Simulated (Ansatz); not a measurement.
Set up this calculation in Ansatz 0.2.0, as the native input.

```
Task                : single point
Functional          : PBE
Potentials or basis : PseudoDojo standard (PBE files)
Cutoff              : 1333 eV
Density cutoff      : 5333 eV
k mesh              : 8 × 8 × 5
Occupations         : fermi-dirac, width 0.05 eV
Spin                : collinear spin, ferromagnetic start
Starting moments    : [1.0, 1.0, 0.0, 0.6, 0.0] μB
```

Crystal: NiMoIrPdW.

```
Ni Mo Pd Ir W
1.0
     4.11705    0.00000    0.00000
    -2.05853    3.56547    0.00000
     0.00000    0.00000    5.44580
Ni Mo Pd Ir W
1 1 1 1 1
Direct
  0.00000 0.00000 0.95775
  0.66667 0.33333 0.96161
  0.66667 0.33333 0.46295
  0.33333 0.66667 0.72572
  0.33333 0.66667 0.23642
```

The cell was built by a generator and needn't be a form met in nature.

These files were run (other wordings do the same):

input.yaml

```yaml
crystal:
  lattice:
    - [4.11705, 0.0, 0.0]
    - [-2.05853, 3.56547, 0.0]
    - [0.0, 0.0, 5.4458]
  atoms:
    - { symbol: Ni, position: [0.0, 0.0, 0.95775], spin: 1.0 }
    - { symbol: Mo, position: [0.66667, 0.33333, 0.96161], spin: 1.0 }
    - { symbol: Pd, position: [0.66667, 0.33333, 0.46295] }
    - { symbol: Ir, position: [0.33333, 0.66667, 0.72572], spin: 0.6 }
    - { symbol: W, position: [0.33333, 0.66667, 0.23642] }
hamiltonian:
  xc: pbe
  pseudopotentials: { kind: nc, accuracy: standard }
magnetization:
  spin_polarized: true
kpoints:
  mp_grid: { grid: [8, 8, 5] }
scf:
  occupations: { method: fermi_dirac, width: 0.05 }
output:
  forces: true
  stress: true
  eigenvalues: true
```

Potentials or basis: PseudoDojo standard (PBE files).

Run with:

```sh
$ ansatz run input.yaml --threads 8 --pin off --max-ram 20480MiB --backend cpu --events-out ev --progress --plain --runs-dir out
```

Results of the run:

```json
{
 "Pressure": "0.0 GPa",
 "Largest force": "0.028 eV/Å",
 "Band gap on the k mesh": "none (metal or under the smearing width)",
 "Net moment": "0.00 μB per cell",
 "Absolute moment": "0.00 μB per cell"
}
```

Caveat: the starting moments weren't kept.

Run time: 25 s on 8 threads of Intel(R) Xeon(R) 6975P-C (Granite Rapids), with other jobs on the host, peak memory 1.8 GiB.
